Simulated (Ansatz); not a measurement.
# CH6BFOSi: a ladder of functionals and wavefunction methods

One table from this session's results is given with a row withheld; the runs are named, their logs left out.

The runs use Ansatz 0.2.0, Gaussian basis; functionals in def2-TZVPP, the program's frozen cores in correlated methods.

The runs, in order: LDA (SPW92), PBE-D4, revPBE-D4, BLYP-D4, r2SCAN-D4, B97M-V, PBE0-D4, B3LYP-D4, r2SCANh-D4, r2SCAN0-D4, HSE06-D4, BHLYP-D4, CAM-B3LYP-D4, LC-ωPBE, ωB97X-V, ωB97M-V, B2PLYP, PBE-QIDH; CCSD(T)/def2-SVP; CCSD(T)/def2-TZVPP; MP2/def2-QZVPP; extrapolation to the limit; RPA on PBE.

### The geometry

All runs share one geometry, relaxed beforehand with PBE0-D4 in a triple-zeta def2 set.

SMILES `B[SiH](F)OC`, 11 atoms, charge 0, spin multiplicity 1.

Atoms are counted from 1 here; the program's logs count them from 0.

Bond lengths: B1–Si2 2.010 Å, B1–H6 1.195 Å, B1–H7 1.195 Å, Si2–F3 1.606 Å, Si2–O4 1.631 Å, Si2–H8 1.489 Å, O4–C5 1.411 Å, C5–H9 1.091 Å, C5–H10 1.093 Å, C5–H11 1.096 Å. Angles: Si2–B1–H6 122.6°, Si2–B1–H7 119.7°, H6–B1–H7 117.7°, B1–Si2–F3 109.5°, B1–Si2–O4 104.6°, B1–Si2–H8 118.4°, F3–Si2–O4 111.3°, F3–Si2–H8 104.4°, O4–Si2–H8 108.7°, Si2–O4–C5 126.0°, O4–C5–H9 108.6°, O4–C5–H10 110.3°, O4–C5–H11 111.6°, H9–C5–H10 108.8°, H9–C5–H11 108.7°, H10–C5–H11 108.8°.

Set-up of the first run:

The input, in.yaml:

```yaml
crystal:
  periodic: [false, false, false]
  atoms:
    - {symbol: B, position_ang: [-1.460909, 1.787618, 0.428498]}
    - {symbol: Si, position_ang: [-0.120294, 0.643785, -0.538935]}
    - {symbol: F, position_ang: [1.137142, 1.543200, -0.972318]}
    - {symbol: O, position_ang: [0.310400, -0.492241, 0.549221]}
    - {symbol: C, position_ang: [0.983885, -1.699602, 0.265148]}
    - {symbol: H, position_ang: [-2.621569, 1.799699, 0.143861]}
    - {symbol: H, position_ang: [-1.107027, 2.470166, 1.343350]}
    - {symbol: H, position_ang: [-0.543147, -0.033749, -1.795913]}
    - {symbol: H, position_ang: [0.682270, -2.447544, 1.000304]}
    - {symbol: H, position_ang: [2.065680, -1.555672, 0.332846]}
    - {symbol: H, position_ang: [0.738969, -2.072559, -0.735662]}
basis:
  gaussian: {orbitals: def2-TZVPP}
hamiltonian: {xc: lda}
output: {orbitals: {seedname: orbitals}}
```

Steps of the session up to this table: LDA; PBE-D4 (GGA); revPBE-D4 (GGA); BLYP-D4 (GGA); r2SCAN-D4 (meta-GGA); B97M-V (meta-GGA); PBE0-D4 (hybrid); B3LYP-D4 (hybrid); r2SCANh-D4 (hybrid); r2SCAN0-D4 (hybrid); HSE06-D4 (hybrid); BHLYP-D4 (hybrid); CAM-B3LYP-D4 (range-separated); LC-ωPBE (range-separated); ωB97X-V (range-separated); ωB97M-V (range-separated); B2PLYP (double hybrid); PBE-QIDH (double hybrid).

One table of the session follows, with a row left open; its other results are not shown here.

It belongs to the step «Frontier levels by functional». 

```
  functional  HOMO (eV)  LUMO (eV)  gap (eV)
 LDA (SPW92)      -7.07      -3.94      3.13
      PBE-D4      -6.99      -3.63      3.36
   revPBE-D4      -6.95      -3.50      3.45
     BLYP-D4      -6.90      -3.44      3.46
   r2SCAN-D4      -7.29      -3.27      4.02
      B97M-V      -7.39      -3.43      3.95
     PBE0-D4      -8.33      -2.59      5.74
    B3LYP-D4      -8.14      -2.79      5.35
  r2SCANh-D4      -7.78      -2.91      4.87
  r2SCAN0-D4      -8.52      -2.38      6.14
    HSE06-D4      -7.93      -2.97      4.95
    BHLYP-D4      -9.60      -1.48      8.13
CAM-B3LYP-D4          ?          ?         ?
     LC-ωPBE     -11.06      -0.18     10.88
     ωB97X-V     -10.72      -0.30     10.42
     ωB97M-V     -10.53      -0.59      9.94
```

Estimate the missing values for CAM-B3LYP-D4.

The run gave: HOMO (eV): -9.73; LUMO (eV): -1.43; gap (eV): 8.30. In the column «HOMO (eV)» it lies between ωB97M-V (-10.53) and BHLYP-D4 (-9.60).
